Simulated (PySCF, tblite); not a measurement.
# C₄H₉ClGe: geometry, infrared bands and NMR shifts

Wanted: the infrared bands and NMR shifts of C₄H₉ClGe (`C=C[C@H](Cl)[GeH2][CH3]`), by calculation.

Programs: tblite 0.8.0 and PySCF 2.14.0, with density-fitted response routines of our own. Each step states its level of theory. These are calculated values for one molecule in the gas phase, unless marked as measured. Atoms are numbered from 0 throughout.

## Step 1: The molecule as given

15 atoms, charge 0, multiplicity 1; geometry from: force field or distance geometry start.

Bonds of the start (Å): C0–C1 1.33, C1–C2 1.50, C2–Cl3 1.77, C2–Ge4 1.95, Ge4–C5 1.93, C0–H6 1.09, C0–H7 1.09, C1–H8 1.10, C2–H9 1.12, Ge4–H10 1.56, Ge4–H11 1.55, C5–H12 1.10, C5–H13 1.12, C5–H14 1.11.

## Step 2: Relaxing the molecule with GFN2-xTB

The job: settings as JSON, then the geometry in Å.

```
{"job": {"kind": "relax", "xc": "GFN2-xTB", "basis": "xTB"}, "charge": 0, "multiplicity": 1}
C     -2.049200     0.134600     1.007800
C     -1.266300    -0.800800     0.486600
C     -0.653000    -0.669600    -0.871700
Cl     0.075500    -2.199000    -1.389300
Ge     0.708100     0.719900    -0.875900
C      2.066400     0.305400     0.438400
H     -2.286400     1.042700     0.445700
H     -2.480600     0.012700     2.001200
H     -1.062900    -1.703500     1.082000
H     -1.457500    -0.403600    -1.604300
H      1.356500     0.793400    -2.289700
H      0.059900     2.085200    -0.539800
H      2.531700    -0.669800     0.208300
H      2.851900     1.097600     0.430700
H      1.601600     0.262700     1.448200
```

Run with:

```console
> OMP_NUM_THREADS=1 python probes_run.py task.json out
```

The driver reads the jobs from task.json and runs them one after another.

**Question.** This job is followed by: GFN2-xTB harmonic vibrations, gas phase; GIAO PBE0/pcSseg-1 NMR shielding, non-relativistic, gas phase. Predict these results of the whole session: strongest single infrared mode (GFN2-xTB); zero-point energy (GFN2-xTB); ¹³C shifts against TMS (PBE0/pcSseg-1); ¹H shifts against TMS (PBE0/pcSseg-1, means over atoms taken as alike); ³⁵Cl shifts against HCl (PBE0/pcSseg-1); ⁷³Ge shifts against GeMe4 (PBE0/pcSseg-1); surface potential, 1st and 99th percentile.

The runs gave:

| quantity | value |
| --- | --- |
| strongest single infrared mode (GFN2-xTB) | 2005 cm⁻¹, 478 km/mol |
| zero-point energy (GFN2-xTB) | 68.8 kcal/mol |
| ¹³C shifts against TMS (PBE0/pcSseg-1) | 147.5, 119.3, 53.8, -10.9 ppm |
| ¹H shifts against TMS (PBE0/pcSseg-1, means over atoms taken as alike) | 6.17, 5.42, 5.28, 4.20, 4.19, 4.10, 0.50 ppm |
| ³⁵Cl shifts against HCl (PBE0/pcSseg-1) | 132 ppm |
| ⁷³Ge shifts against GeMe4 (PBE0/pcSseg-1) | -110 ppm |
| surface potential, 1st and 99th percentile | -0.78 V and 1.01 V |

In words: Over 110 steps the energy fell by 0.194 eV; of the close pairs, C2–Ge4 changed most, 1.945 to 2.004 Å. All 39 modes are real, so the xTB geometry is a minimum. The strongest single mode, at 2005 cm⁻¹, moves mainly H10. GFN2-xTB is a fitted tight-binding method: band positions and strengths are rough. Its intensities can rank the bands wrongly. The most deshielded carbon is C1 (alkene CH), at 147.5 ppm: as expected for a trigonal carbon in a double bond. H8 (hydrogen on an alkene CH) lies farthest downfield among hydrogen, at 6.17 ppm; attached to an sp2 carbon and in the plane of the double bond. At PBE0/pcSseg-1: Shielding is most anisotropic at Cl3 (span 445 ppm, paramagnetic term -330 ppm). By nearest atom (PBE0/pcSseg-1), the HOMO sits on C0 24 %; Cl3 18 % and the LUMO on C0, C1 about 25 % each; Cl3 11 %. Spin-orbit coupling is left out, which matters for shieldings and couplings at and beside the heavy atoms.
